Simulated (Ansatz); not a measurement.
**Cl₂GeH₆Si₂: how energies converge with the basis set**

Aim: see how fast density functionals converge with the basis set for Cl₂GeH₆Si₂.

Method: one geometry, several basis sets; program: Ansatz 0.2.0, Gaussian basis.

Plan: PBE0-D4/def2-SVP; ωB97M-V/def2-SVP; PBE0-D4/def2-QZVPP; ωB97M-V/def2-QZVPP; the functionals' def2-TZVPP values are taken from earlier runs.

## (1) The geometry

All runs share one geometry, relaxed beforehand with PBE0-D4 in a triple-zeta def2 set.

SMILES `[SiH3][Ge]([SiH3])([Cl])[Cl]`, 11 atoms, charge 0, spin multiplicity 1.

Atoms are counted from 1 here; the program's logs count them from 0.

Bond lengths: Si1–Ge2 2.387 Å, Si1–H6 1.485 Å, Si1–H7 1.485 Å, Si1–H8 1.482 Å, Ge2–Si3 2.387 Å, Ge2–Cl4 2.170 Å, Ge2–Cl5 2.170 Å, Si3–H9 1.485 Å, Si3–H10 1.482 Å, Si3–H11 1.485 Å. Angles: Ge2–Si1–H6 108.7°, Ge2–Si1–H7 108.7°, Ge2–Si1–H8 107.8°, H6–Si1–H7 110.0°, H6–Si1–H8 110.8°, H7–Si1–H8 110.8°, Si1–Ge2–Si3 123.8°, Si1–Ge2–Cl4 106.4°, Si1–Ge2–Cl5 106.4°, Si3–Ge2–Cl4 106.4°, Si3–Ge2–Cl5 106.4°, Cl4–Ge2–Cl5 106.5°, Ge2–Si3–H9 108.7°, Ge2–Si3–H10 107.8°, Ge2–Si3–H11 108.7°, H9–Si3–H10 110.8°, H9–Si3–H11 110.0°, H10–Si3–H11 110.8°.

## (2) PBE0-D4 in def2-SVP

Input file in.yaml:

```yaml
crystal:
  periodic: [false, false, false]
  atoms:
    - {symbol: Si, position_ang: [-2.102296, 0.356433, 0.189551]}
    - {symbol: Ge, position_ang: [0.157350, 0.358836, -0.579431]}
    - {symbol: Si, position_ang: [1.931962, -0.805240, 0.512820]}
    - {symbol: Cl, position_ang: [0.110657, -0.373112, -2.621787]}
    - {symbol: Cl, position_ang: [0.764563, 2.439586, -0.685588]}
    - {symbol: H, position_ang: [-2.138512, 0.928557, 1.559140]}
    - {symbol: H, position_ang: [-2.596826, -1.043366, 0.210037]}
    - {symbol: H, position_ang: [-2.901573, 1.182636, -0.746550]}
    - {symbol: H, position_ang: [2.060976, -0.284400, 1.897195]}
    - {symbol: H, position_ang: [3.175367, -0.564008, -0.257562]}
    - {symbol: H, position_ang: [1.603731, -2.252923, 0.542776]}
basis:
  gaussian: {orbitals: def2-SVP}
hamiltonian: {xc: pbe0, dispersion: d4}
output: {orbitals: {seedname: orbitals}}
```

The run is started by

```bash
$ ansatz run in.yaml --threads 4 --pin off --events-out ev --progress --plain --max-ram 11315MiB
```

The runs that follow: ωB97M-V in def2-SVP; PBE0-D4 in def2-QZVPP; ωB97M-V in def2-QZVPP.

Before running them: what should the planned runs give, taken together? Wanted: PBE0-D4: double and triple zeta above quadruple; ωB97M-V: double and triple zeta above quadruple.

As calculated:

| quantity | value |
| --- | --- |
| PBE0-D4: double and triple zeta above quadruple | 23.86, 2.48 eV |
| ωB97M-V: double and triple zeta above quadruple | 23.72, 2.38 eV |

What this shows: PBE0-D4 gains 21.38 eV from double to triple zeta, then 2.48 eV more. Total energies overstate the basis error of differences, where much of it tends to cancel. The LUMO of ωB97M-V is positive and keeps falling with the basis (1.10 to 0.56 eV): an unbound level that the basis holds in place.
